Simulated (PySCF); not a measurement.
# CsSb: bond curves at several levels of theory

The task here is to estimate one member of a computed series from the others.

Method: Cs def2-SVPD with ECP46, Sb def2-SVPD with ECP28, scalar-relativistic core potentials; program: PySCF 2.14.0.

Set-up of the first run:

Settings of the job:

```yaml
atoms: Cs, Sb
charge: 0
basis: Cs def2-SVPD with ECP46, Sb def2-SVPD with ECP28
Hamiltonian: scalar-relativistic core potentials
basis_functions: 59
electrons_treated: 32
masses_in_u: 132.9054, 120.9038
levels: PBE0, PBE, r²SCAN, LDA, TPSSh, revPBE, CAM-B3LYP, HF, MP2, SCS-MP2
grid: 80 radial by 434 angular points
occupations: held fixed by the projection of orbital angular momentum
dissociation_limit: Cs + Sb, each in its ground configuration
starting_distance_in_angstrom: 3.570
values_of_2S_to_try: 0, 2, 4
```

Launch:

```sh
$ OMP_NUM_THREADS=1 python dia.py task.json out
```

Steps of the session up to this table: Set-up; First curve: PBE0; Other states along the same grid; PBE; r²SCAN (meta-GGA); LDA (local density); TPSSh (hybrid meta-GGA); revPBE (GGA); CAM-B3LYP; UHF (mean field).

One of the session's tables, all rows but one given; the rest of the session is left out.

Energy (eV) from each level's lowest point:

```
R (Å)    UHF  UHF-MP2  UHF-SCS-MP2    LDA    PBE
3.158  0.630    0.530        0.551  0.309  0.416
3.305  0.319    0.252        0.268  0.117  0.187
3.452  0.133    0.093        0.103  0.024  0.061
3.562  0.053    0.029        0.036  0.000  0.015
3.672  0.012    0.001        0.005  0.005  0.000
3.782  0.000    0.000        0.000  0.030  0.007
3.929  0.017    0.027        0.023  0.087  0.043
4.113  0.072    0.090        0.084  0.180  0.113
4.333      ?        ?            ?      ?      ?
4.627  0.183    0.414        0.432  0.477  0.359
```

Estimate the missing values for R (Å) = 4.333.

Worked estimate for «UHF». A straight line through the neighbours (4.113, 0.072) and (4.627, 0.183) gives 0.072 + (0.183 − 0.072) × (4.333 − 4.113) / (4.627 − 4.113) = 0.120; a parabola fitted to 3 rows on both sides gives 0.127.

**Answer.** UHF: 0.142; UHF-MP2: 0.231; UHF-SCS-MP2: 0.240; LDA: 0.306; PBE: 0.215. In «UHF» the line misses by -0.022 and the parabola by -0.015.
